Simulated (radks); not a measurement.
# Polarisabilities and dispersion coefficients of Cu, Zn⁺, Ga²⁺ and others

Aim: static dipole polarisabilities and C6 coefficients, each species in its NIST ground configuration. After each ground state the linear response is solved; its values go to the run's result record, not to the log. Response by self-consistent Sternheimer equations with the Hartree and adiabatic LDA kernel, the relativistic mass of each level held fixed and spin-orbit coupling left out.

The numbers are computed with radks (a radial shooting solver on a logarithmic mesh, Libxc functionals) version 1 (scalar-relativistic Kohn-Sham, LB94 model potential, spin-unpolarised, spherical densities, finite nucleus), except any that are marked as measured or tabulated.

**1. What is computed**

```
species : Cu ([Ar] 3d10 4s1), Zn⁺ ([Ar] 3d10 4s1), Ga²⁺ ([Ar] 3d10 4s1), Ge³⁺ ([Ar] 3d10 4s1), As⁴⁺ ([Ar] 3d10 4s1), Se⁵⁺ ([Ar] 3d10 4s1), Br⁶⁺ ([Ar] 3d10 4s1), Kr⁷⁺ ([Ar] 3d10 4s1), Rb⁸⁺ ([Ar] 3d10 4s1)
```

In the logs a row gives level, spin channel, occupation and eigenvalue; Etot, Ekin, Encl (electron-nucleus), Eh (Hartree) and Exc are energies, all in hartree; err is the last residual, it the number of iterations.

LB94 adds a gradient term to the LDA potential that gives it a −1/r tail. It is a model potential with no energy functional, so Etot and Exc are not given.

**2. Cu, [Ar] 3d10 4s1**

The run's settings:

```text
Z 29
configuration [Ar] 3d10 4s1
relativity scalar-relativistic
functional lda,pw
model_potential LB94
spin unpolarised
nucleus finite rms 3.8823 fm
c 137.035999084
response adiabatic LDA kernel
```

The log of the run:

```text
1s      1   2.0000        -328.15497052
2s      1   2.0000         -39.83676034
2p      1   6.0000         -34.51648672
3s      1   2.0000          -4.40599744
3p      1   6.0000          -2.85892244
3d      1  10.0000          -0.41168461
4s      1   1.0000          -0.33354362
Etot None
Ekin 1688.245540023448
Encl -3999.305781362626
Eh 724.1522897588795
Exc None
err 1.5100244465771447e-09
it 17
```

4s is the highest filled level (-9.076 eV). The response step gives α = 27.05 bohr³ (41.55 without the induced potential) and C6 = 148.4 hartree bohr⁶.

Radial moments (bohr):

```csv
level,occupation,energy (eV),<r>,outermost maximum (interpolated),90 % within,nodes
1s,2,-8929.6,0.05201,0.0341,0.0929,0
2s,2,-1084.0,0.2344,0.197,0.362,1
2p,6,-939.24,0.2055,0.158,0.336,0
3s,2,-119.89,0.7153,0.614,1.08,2
3p,6,-77.795,0.7527,0.620,1.17,1
3d,10,-11.203,1.006,0.600,1.80,0
4s,1,-9.076,2.682,2.14,4.13,3
```

The radial density on a logarithmic grid:

| r (bohr) | 4πr²ρ (e/bohr) |
| --- | --- |
| 0.00198 | 0.8392 |
| 0.00297 | 1.759 |
| 0.00447 | 3.579 |
| 0.00672 | 6.975 |
| 0.0101 | 12.73 |
| 0.0152 | 21.07 |
| 0.0229 | 30.21 |
| 0.0344 | 35.34 |
| 0.0517 | 32.53 |
| 0.0777 | 28.14 |
| 0.117 | 34.24 |
| 0.177 | 39.95 |
| 0.266 | 26.28 |
| 0.401 | 18.07 |
| 0.602 | 22.48 |
| 0.906 | 14.90 |
| 1.36 | 5.216 |
| 2.05 | 1.612 |
| 3.08 | 0.4847 |
| 4.63 | 0.08170 |
| 6.97 | 0.004061 |

**3. Zn⁺, [Ar] 3d10 4s1**

The run's settings:

```text
Z 30
configuration [Ar] 3d10 4s1
relativity scalar-relativistic
functional lda,pw
model_potential LB94
spin unpolarised
nucleus finite rms 3.9283 fm
c 137.035999084
response adiabatic LDA kernel
```

The log of the run:

```text
1s      1   2.0000        -353.47463354
2s      1   2.0000         -43.80405004
2p      1   6.0000         -38.16351085
3s      1   2.0000          -5.37246678
3p      1   6.0000          -3.70494850
3d      1  10.0000          -1.02753254
4s      1   1.0000          -0.73563443
Etot None
Ekin 1833.268216447732
Encl -4330.369955546158
Eh 773.0792889325817
Exc None
err 1.5119852748100725e-09
it 16
```

The top filled level is 4s, -20.018 eV. The response step gives α = 12.58 bohr³ (18.56 without the induced potential) and C6 = 47.97 hartree bohr⁶.

**4. Ga²⁺, [Ar] 3d10 4s1**

The run's settings:

```text
Z 31
configuration [Ar] 3d10 4s1
relativity scalar-relativistic
functional lda,pw
model_potential LB94
spin unpolarised
nucleus finite rms 3.9973 fm
c 137.035999084
response adiabatic LDA kernel
```

The log of the run:

```text
1s      1   2.0000        -379.90466858
2s      1   2.0000         -48.09136637
2p      1   6.0000         -42.11668478
3s      1   2.0000          -6.51396722
3p      1   6.0000          -4.71934286
3d      1  10.0000          -1.80253050
4s      1   1.0000          -1.22544824
Etot None
Ekin 1985.2233605275364
Encl -4673.62353609232
Eh 820.7363173248182
Exc None
err 1.8698476125060668e-10
it 17
```

Highest occupied level: 4s at -33.346 eV. The response step gives α = 7.349 bohr³ (10.51 without the induced potential) and C6 = 21.26 hartree bohr⁶.

**5. Ge³⁺, [Ar] 3d10 4s1**

The run's settings:

```text
Z 32
configuration [Ar] 3d10 4s1
relativity scalar-relativistic
functional lda,pw
model_potential LB94
spin unpolarised
nucleus finite rms 4.0742 fm
c 137.035999084
response adiabatic LDA kernel
```

The log of the run:

```text
1s      1   2.0000        -407.43379468
2s      1   2.0000         -52.68245309
2p      1   6.0000         -46.35905282
3s      1   2.0000          -7.80969844
3p      1   6.0000          -5.88178276
3d      1  10.0000          -2.71953022
4s      1   1.0000          -1.79441802
Etot None
Ekin 2144.143806133261
Encl -5029.54536171281
Eh 867.6089882905103
Exc None
err 4.871541644882276e-09
it 15
```

4s is the highest filled level (-48.829 eV). The response step gives α = 4.808 bohr³ (6.725 without the induced potential) and C6 = 11.10 hartree bohr⁶.

**6. As⁴⁺, [Ar] 3d10 4s1**

The run's settings:

```text
Z 33
configuration [Ar] 3d10 4s1
relativity scalar-relativistic
functional lda,pw
model_potential LB94
spin unpolarised
nucleus finite rms 4.0968 fm
c 137.035999084
response adiabatic LDA kernel
```

The log of the run:

```text
1s      1   2.0000        -436.05886436
2s      1   2.0000         -57.56890580
2p      1   6.0000         -50.88143491
3s      1   2.0000          -9.24819363
3p      1   6.0000          -7.18121020
3d      1  10.0000          -3.76912828
4s      1   1.0000          -2.43816500
Etot None
Ekin 2310.0726125624697
Encl -5398.428712407614
Eh 913.9626251391305
Exc None
err 4.0031947888637365e-09
it 15
```

4s is the highest filled level (-66.346 eV). The response step gives α = 3.372 bohr³ (4.636 without the induced potential) and C6 = 6.417 hartree bohr⁶.

**7. Se⁵⁺, [Ar] 3d10 4s1**

The run's settings:

```text
Z 34
configuration [Ar] 3d10 4s1
relativity scalar-relativistic
functional lda,pw
model_potential LB94
spin unpolarised
nucleus finite rms 4.14 fm
c 137.035999084
response adiabatic LDA kernel
```

The log of the run:

```text
1s      1   2.0000        -465.78018432
2s      1   2.0000         -62.74612648
2p      1   6.0000         -55.67842087
3s      1   2.0000         -10.82260696
3p      1   6.0000          -8.61106085
3d      1  10.0000          -4.94562071
4s      1   1.0000          -3.15415584
Etot None
Ekin 2483.0575324563224
Encl -5780.479271514303
Eh 959.9576334570435
Exc None
err 2.0014083357046857e-09
it 15
```

4s is the highest filled level (-85.829 eV). The response step gives α = 2.479 bohr³ (3.362 without the induced potential) and C6 = 3.983 hartree bohr⁶.

**8. Br⁶⁺, [Ar] 3d10 4s1**

The run's settings:

```text
Z 35
configuration [Ar] 3d10 4s1
relativity scalar-relativistic
functional lda,pw
model_potential LB94
spin unpolarised
nucleus finite rms 4.1629 fm
c 137.035999084
response adiabatic LDA kernel
```

The log of the run:

```text
1s      1   2.0000        -496.60050978
2s      1   2.0000         -68.21168813
2p      1   6.0000         -60.74665972
3s      1   2.0000         -12.52865711
3p      1   6.0000         -10.16720077
3d      1  10.0000          -6.24530726
4s      1   1.0000          -3.94081675
Etot None
Ekin 2663.1553978508155
Encl -6175.864653102454
Eh 1005.6982113932155
Exc None
err 1.1167416052402187e-09
it 15
```

Highest occupied level: 4s at -107.24 eV. The response step gives α = 1.887 bohr³ (2.530 without the induced potential) and C6 = 2.605 hartree bohr⁶.

**9. Kr⁷⁺, [Ar] 3d10 4s1**

The run's settings:

```text
Z 36
configuration [Ar] 3d10 4s1
relativity scalar-relativistic
functional lda,pw
model_potential LB94
spin unpolarised
nucleus finite rms 4.1884 fm
c 137.035999084
response adiabatic LDA kernel
```

The log of the run:

```text
1s      1   2.0000        -528.52369521
2s      1   2.0000         -73.96443825
2p      1   6.0000         -66.08402292
3s      1   2.0000         -14.36358191
3p      1   6.0000         -11.84691089
3d      1  10.0000          -7.66566177
4s      1   1.0000          -4.79712693
Etot None
Ekin 2850.427072811817
Encl -6584.728983097629
Eh 1051.2559420919274
Exc None
err 8.162094290799891e-10
it 15
```

4s is the highest filled level (-130.54 eV). The response step gives α = 1.475 bohr³ (1.959 without the induced potential) and C6 = 1.774 hartree bohr⁶.

**10. Rb⁸⁺, [Ar] 3d10 4s1**

The run's settings:

```text
Z 37
configuration [Ar] 3d10 4s1
relativity scalar-relativistic
functional lda,pw
model_potential LB94
spin unpolarised
nucleus finite rms 4.2036 fm
c 137.035999084
response adiabatic LDA kernel
```

The log of the run:

```text
1s      1   2.0000        -561.55462569
2s      1   2.0000         -80.00408040
2p      1   6.0000         -71.68915089
3s      1   2.0000         -16.32558145
3p      1   6.0000         -13.64834530
3d      1  10.0000          -9.20488815
4s      1   1.0000          -5.72241180
Etot None
Ekin 3044.9396233082593
Encl -7007.206927188699
Eh 1096.6824293944828
Exc None
err 5.822684226661115e-10
it 15
```

4s is the highest filled level (-155.71 eV). The response step gives α = 1.177 bohr³ (1.550 without the induced potential) and C6 = 1.247 hartree bohr⁶.

**11. What came out**

```csv
species,−ε(HOMO) (eV),α (bohr³),α uncoupled (bohr³),C6 (hartree bohr⁶),C8 (hartree bohr⁸),recommended α (bohr³)
Cu,9.076,27.05,41.55,148.4,5549,46.5
Zn⁺,20.018,12.58,18.56,47.97,1054,-
Ga²⁺,33.346,7.349,10.51,21.26,326.8,-
Ge³⁺,48.829,4.808,6.725,11.10,129.8,-
As⁴⁺,66.346,3.372,4.636,6.417,60.02,-
Se⁵⁺,85.829,2.479,3.362,3.983,30.76,-
Br⁶⁺,107.24,1.887,2.530,2.605,16.99,-
Kr⁷⁺,130.54,1.475,1.959,1.774,9.943,-
Rb⁸⁺,155.71,1.177,1.550,1.247,6.090,-
```

In words: Uncoupled leaves out the potential induced by the response; C6 and C8 are for like pairs. Cu is the most polarisable and Rb⁸⁺ the least, a factor 23.0 apart. For the pair Cu–Rb⁸⁺ the Casimir-Polder integral gives C6 = 11.35, the rule 2·Ca·Cb/(Ca·αb/αa + Cb·αa/αb) on the like-pair values 10.54. Against the recommended values (Schwerdtfeger and Nagle, 2023 table) the misses are Cu -42 %. C8 is given only where no p, d or f shell is open.
